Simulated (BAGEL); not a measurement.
**SiHBr (SMILES [SiH]Br) at CASPT2(12,9)/6-31G(d) (density fitting with qzvpp-jkfit, spherical functions)**

Aim: the vertical ionisation energy of SiHBr at CASPT2(12,9)/6-31G* (density fitting with qzvpp-jkfit, spherical functions), from 2 runs. 

The calculation is run with BAGEL 1.2.2.

4 further runs of the same task are left out: 2 that didn't finish, 2 set aside as unsound or not needed.

## Step 1: The structure to begin with

SiHBr has 3 atoms, charge 0, and is taken as a singlet. SMILES: `[SiH]Br`. Geometry: relaxed at PBE0-D4/def2-TZVP.

Bond lengths: Si1–Br2 2.245 Å, Si1–H3 1.527 Å. Angles: Br2–Si1–H3 94.0°.

## Step 2: A single-point energy at CASPT2(12,9)/6-31G(d) (density fitting with qzvpp-jkfit, spherical functions)

Input file caspt2.json:

```json
{ "bagel" : [

{
  "title" : "molecule",
  "basis" : "6-31gs.json",
  "df_basis" : "qzvpp-jkfit",
  "angstrom" : true,
  "geometry" : [
    { "atom" : "Si", "xyz" : [      -0.624700,       0.521900,      -0.296100 ] },
    { "atom" : "Br", "xyz" : [       1.340900,       0.401500,       0.781400 ] },
    { "atom" : "H", "xyz" : [      -0.727100,      -0.988300,      -0.498600 ] }
  ]
},

{ "title" : "hf" },

{ "title" : "casscf", "nstate" : 1, "nact" : 9, "nclosed" : 19, "maxiter" : 200, "natocc" : true },

{ "title" : "print", "file" : "orbitals.molden", "orbitals" : true },

{ "title" : "smith", "method" : "caspt2", "ms" : true, "xms" : true, "sssr" : true, "shift" : 0.0, "ncore" : 14 }

]}
```

The basis set 6-31G* is read from a file made from the Basis Set Exchange's data (not shown).

Command:

```bash
$ BAGEL_NUM_THREADS=1 BAGEL caspt2.json > caspt2.out
```

The program printed:

```text
* using 1 threads per process

  ===============================================================
  ===============================================================

  *** Geometry ***

  { "atom" : "Si", "xyz" : [     -1.180512,      0.986248,     -0.559548 ] },
  { "atom" : "Br", "xyz" : [      2.533934,      0.758725,      1.476632 ] },
  { "atom" : "H", "xyz" : [     -1.374020,     -1.867616,     -0.942217 ] },

  Number of auxiliary basis functions:      412

  Since a DF basis is specified, we compute 2- and 3-index integrals:
    o Being stored without compression. Storage requirement is 0.009 GB

  Number of basis functions:       52
  Number of electrons      :       50

    * METHOD: MOLECULE                             0.25

  *** RHF ***

  === Nuclear Repulsion ===
   126.9735841711

      * DIIS with orbital gradients will be used.

  === RHF iteration (6-31gs.json) ===
      0      -2861.54653208          0.00934716           0.05
      1      -2861.58244503          0.00482636           0.05
      2      -2861.58901515          0.00095149           0.05
      3      -2861.58963590          0.00031683           0.05
      4      -2861.58972340          0.00008198           0.05
      5      -2861.58973209          0.00002936           0.05
      6      -2861.58973303          0.00000711           0.05
      7      -2861.58973306          0.00000244           0.05
      8      -2861.58973307          0.00000057           0.05
      9      -2861.58973307          0.00000018           0.05
     10      -2861.58973307          0.00000005           0.05
     11      -2861.58973307          0.00000001           0.05
     12      -2861.58973307          0.00000001           0.05
    * SCF iteration converged.

    * Permanent dipole moment:
           (    0.592022,     0.137534,     0.341308) a.u.

    * METHOD: HF                                   0.84

  ---------------------------
      CASSCF calculation
  ---------------------------

    * nstate   :      1
    * nclosed  :     19
    * nact     :      9
    * nvirt    :     24
  === CASSCF iteration (6-31gs.json) ===

    * Using the second-order algorithm

      0  0     -2861.60943733     1.87e-03      0.12

      1  0     -2861.63357538     1.12e-03      0.33

      2  0     -2861.63697811     3.70e-04      0.32

      3  0     -2861.63750502     2.27e-04      0.32

      4  0     -2861.63778598     1.66e-04      0.32

      5  0     -2861.63797905     1.29e-04      0.32

      6  0     -2861.63810609     9.84e-05      0.32

      7  0     -2861.63818048     7.23e-05      0.34

      8  0     -2861.63821935     5.16e-05      0.32

      9  0     -2861.63823798     3.60e-05      0.33

     10  0     -2861.63824641     2.45e-05      0.32

     11  0     -2861.63825008     1.63e-05      0.33

     12  0     -2861.63825164     1.07e-05      0.32

     13  0     -2861.63825229     6.99e-06      0.32

     14  0     -2861.63825256     4.52e-06      0.32

     15  0     -2861.63825267     2.91e-06      0.33

     16  0     -2861.63825272     1.86e-06      0.32

     17  0     -2861.63825273     1.19e-06      0.32

     18  0     -2861.63825274     7.63e-07      0.32

     19  0     -2861.63825274     4.87e-07      0.32

     20  0     -2861.63825275     3.11e-07      0.32

     21  0     -2861.63825275     1.99e-07      0.32

     22  0     -2861.63825275     1.27e-07      0.32

     23  0     -2861.63825275     8.09e-08      0.33

     24  0     -2861.63825275     5.17e-08      0.32

     25  0     -2861.63825275     3.30e-08      0.31

     26  0     -2861.63825275     2.10e-08      0.31

     27  0     -2861.63825275     1.34e-08      0.30

     28  0     -2861.63825275     8.56e-09      0.31

    * Second-order optimization converged. *

     guess   0:   closed 111111...            open .........

  === FCI iteration ===

      0  0     -2861.58861925     2.69e-03      0.00
      1  0     -2861.63410785     9.09e-04      0.00
      2  0     -2861.63788405     2.99e-04      0.00
      3  0     -2861.63820868     9.79e-05      0.00
      4  0     -2861.63824966     2.95e-05      0.00
      5  0     -2861.63825242     1.00e-05      0.00
      6  0     -2861.63825272     2.46e-06      0.00
      7  0     -2861.63825274     7.35e-07      0.00
      8  0     -2861.63825275     2.31e-07      0.00
      9  0     -2861.63825275     7.10e-08      0.00
     10  0     -2861.63825275     2.20e-08      0.00
     11  0     -2861.63825275     6.94e-09      0.00
     12  0     -2861.63825275     2.27e-09      0.00
     13  0     -2861.63825275     7.02e-10      0.00
     14  0     -2861.63825275     2.10e-10      0.00
     15  0 *   -2861.63825275     6.13e-11      0.00

     * ci vector, state   0, <S^2> = 0.0000
       222222...    -0.9694776043
       22222.2..     0.1815086388
       2222.2.2.     0.0567074261

    * METHOD: CASSCF                               9.29

    * METHOD: PRINT                                0.01

  === SMITH program ===

    * freezing 14 orbitals

    * Approximate memory requirement for SMITH calulation per MPI process:
      o Storage requirement for T-amplitude, lambda, and residual is 0.00 GB
      o Storage requirement for MO integrals is 0.00 GB
    * Calculating and saving rdm4f

    * Zeroth order energy : state  0       -6.6986576424

    * CASPT2 iteration is performed using redundant basis

      ---- iteration ----

        0    -0.28120944     0.00662536      0.25
        1    -0.28232439     0.00081976      0.25
        2    -0.28235865     0.00014146      0.25
        3    -0.28235933     0.00001948      0.25
        4    -0.28235936     0.00000414      0.24
        5    -0.28235936     0.00000056      0.36

      -------------------

    * CASPT2 energy : state  0    -2861.9206121063
        reference weight              0.9289250926

    * METHOD: SMITH                                6.04

  ===============================================================
```

Wall time 17 s (1 thread of Arm Neoverse N1, shared host); peak memory 0.61 GiB.

## Step 3: The doublet cation

Input file caspt2.json:

```json
{ "bagel": [

{
  "title": "molecule",
  "basis": "6-31gs.json",
  "df_basis": "qzvpp-jkfit",
  "angstrom": "true",
  "geometry": [
    { "atom": "Si", "xyz": [      -0.624700,       0.521900,      -0.296100 ] },
    { "atom": "Br", "xyz": [       1.340900,       0.401500,       0.781400 ] },
    { "atom": "H", "xyz": [      -0.727100,      -0.988300,      -0.498600 ] }
  ]
},

{
  "title": "hf",
  "charge": 2
},

{
  "title": "casscf",
  "nstate": 1,
  "nact": 9,
  "nclosed": 19,
  "charge": 1,
  "nspin": 1,
  "maxiter": 200,
  "natocc": "true"
},

{
  "title": "print",
  "file": "orbitals.molden",
  "orbitals": "true"
},

{
  "title": "smith",
  "method": "caspt2",
  "ms": "true",
  "xms": "true",
  "sssr": "true",
  "shift": 0.0,
  "ncore": 14
}

]}
```

The basis set 6-31G* is read from a file made from the Basis Set Exchange's data (not shown).

Command:

```bash
$ BAGEL_NUM_THREADS=1 BAGEL caspt2.json > caspt2.out
```

The program printed:

```text
* using 1 threads per process

  ===============================================================
  ===============================================================

  *** Geometry ***

  { "atom" : "Si", "xyz" : [     -1.180512,      0.986248,     -0.559548 ] },
  { "atom" : "Br", "xyz" : [      2.533934,      0.758725,      1.476632 ] },
  { "atom" : "H", "xyz" : [     -1.374020,     -1.867616,     -0.942217 ] },

  Number of auxiliary basis functions:      412

  Since a DF basis is specified, we compute 2- and 3-index integrals:
    o Being stored without compression. Storage requirement is 0.009 GB

  Number of basis functions:       52
  Number of electrons      :       50

    * METHOD: MOLECULE                             0.26

  *** RHF ***

  === Nuclear Repulsion ===
   126.9735841711

      * DIIS with orbital gradients will be used.

  === RHF iteration (6-31gs.json) ===
      0      -2860.45636721          0.01851090           0.05
      1      -2860.48069866          0.02079796           0.04
      2      -2860.63123912          0.00297902           0.04
      3      -2860.63507816          0.00109236           0.04
      4      -2860.63631840          0.00057794           0.04
      5      -2860.63686215          0.00028608           0.04
      6      -2860.63700730          0.00011447           0.04
      7      -2860.63702751          0.00002691           0.04
      8      -2860.63702852          0.00001589           0.04
      9      -2860.63702898          0.00000943           0.04
     10      -2860.63702918          0.00000592           0.04
     11      -2860.63702927          0.00000265           0.04
     12      -2860.63702929          0.00000072           0.04
     13      -2860.63702929          0.00000035           0.04
     14      -2860.63702929          0.00000013           0.04
     15      -2860.63702929          0.00000007           0.04
     16      -2860.63702929          0.00000003           0.04
     17      -2860.63702929          0.00000002           0.04
     18      -2860.63702929          0.00000001           0.04
     19      -2860.63702929          0.00000000           0.04
    * SCF iteration converged.

    * Permanent dipole moment:
           (    3.388423,    -0.021530,     1.875416) a.u.

    * METHOD: HF                                   1.14

  ---------------------------
      CASSCF calculation
  ---------------------------

    * nstate   :      1
    * nclosed  :     19
    * nact     :      9
    * nvirt    :     24
  === CASSCF iteration (6-31gs.json) ===

    * Using the second-order algorithm

      0  0     -2861.29206601     1.04e-02      0.22

      1  0     -2861.32099455     1.25e-03      0.41

      2  0     -2861.32514811     4.17e-04      0.41

      3  0     -2861.32564562     2.33e-04      0.42

      4  0     -2861.32576293     1.26e-04      0.40

      5  0     -2861.32579877     7.29e-05      0.41

      6  0     -2861.32581170     4.49e-05      0.40

      7  0     -2861.32581681     2.86e-05      0.41

      8  0     -2861.32581893     1.86e-05      0.40

      9  0     -2861.32581984     1.22e-05      0.40

     10  0     -2861.32582023     8.01e-06      0.41

     11  0     -2861.32582040     5.29e-06      0.41

     12  0     -2861.32582047     3.51e-06      0.42

     13  0     -2861.32582050     2.33e-06      0.41

     14  0     -2861.32582052     1.54e-06      0.41

     15  0     -2861.32582052     1.03e-06      0.41

     16  0     -2861.32582053     6.82e-07      0.41

     17  0     -2861.32582053     4.53e-07      0.41

     18  0     -2861.32582053     3.01e-07      0.40

     19  0     -2861.32582053     2.00e-07      0.40

     20  0     -2861.32582053     1.33e-07      0.40

     21  0     -2861.32582053     8.86e-08      0.40

     22  0     -2861.32582053     5.89e-08      0.38

     23  0     -2861.32582053     3.92e-08      0.38

     24  0     -2861.32582053     2.60e-08      0.38

     25  0     -2861.32582053     1.73e-08      0.38

     26  0     -2861.32582053     1.15e-08      0.38

     27  0     -2861.32582053     7.68e-09      0.37

    * Second-order optimization converged. *

     guess   0:   closed 11111....            open .....1...

  === FCI iteration ===

      0  0     -2861.26096833     2.57e-03      0.01
      1  0     -2861.31374582     1.27e-03      0.01
      2  0     -2861.32399950     4.91e-04      0.01
      3  0     -2861.32556951     1.70e-04      0.01
      4  0     -2861.32575341     7.62e-05      0.01
      5  0     -2861.32580064     3.73e-05      0.01
      6  0     -2861.32581391     2.28e-05      0.01
      7  0     -2861.32581822     1.45e-05      0.01
      8  0     -2861.32581998     8.31e-06      0.01
      9  0     -2861.32582043     3.68e-06      0.01
     10  0     -2861.32582051     1.52e-06      0.01
     11  0     -2861.32582053     5.88e-07      0.01
     12  0     -2861.32582053     2.66e-07      0.01
     13  0     -2861.32582053     1.09e-07      0.01
     14  0     -2861.32582053     4.48e-08      0.01
     15  0     -2861.32582053     1.79e-08      0.01
     16  0     -2861.32582053     7.15e-09      0.01
     17  0     -2861.32582053     3.00e-09      0.01
     18  0     -2861.32582053     1.11e-09      0.01
     19  0     -2861.32582053     3.80e-10      0.01
    ** throwing out 1 trial vectors **
     20  0     -2861.32582053     1.37e-10      0.01
    ** throwing out 1 trial vectors **
     21  0 *   -2861.32582053     4.48e-11      0.01

     * ci vector, state   0, <S^2> = 0.7500
       22222a...    -0.9656094009
       222.2a2..    -0.0732273243
       2222.a.2.    -0.0578323387
       22.22a..2    -0.0522743754
       222baaab.     0.0506792084

    * METHOD: CASSCF                              11.32

    * METHOD: PRINT                                0.01

  === SMITH program ===

    * freezing 14 orbitals

    * Approximate memory requirement for SMITH calulation per MPI process:
      o Storage requirement for T-amplitude, lambda, and residual is 0.00 GB
      o Storage requirement for MO integrals is 0.00 GB
    * Calculating and saving rdm4f

    * Zeroth order energy : state  0       -8.8014119062

    * CASPT2 iteration is performed using redundant basis

      ---- iteration ----

        0    -0.26627812     0.00479194      0.25
        1    -0.26697668     0.00049928      0.24
        2    -0.26699188     0.00006807      0.24
        3    -0.26699206     0.00000798      0.25
        4    -0.26699207     0.00000131      0.25
        5    -0.26699207     0.00000016      0.25

      -------------------

    * CASPT2 energy : state  0    -2861.5928125988
        reference weight              0.9335013393

    * METHOD: SMITH                                6.45

  ===============================================================
```

It took 20 s on 1 thread of Arm Neoverse N1, shared host; peak memory 0.88 GiB.

## Step 4: Summary of results

Level: CASPT2(12,9)/6-31G* (density fitting with qzvpp-jkfit, spherical functions), 14 core orbitals frozen.

| quantity | value |
| --- | --- |
| singlet SiHBr: total energy | -2861.92061 Eh |
| doublet cation: total energy | -2861.59281 Eh |
| vertical ionisation energy (to the doublet cation) | 8.920 eV |

What this shows: The vertical ionisation energy comes to 8.92 eV (206 kcal/mol).
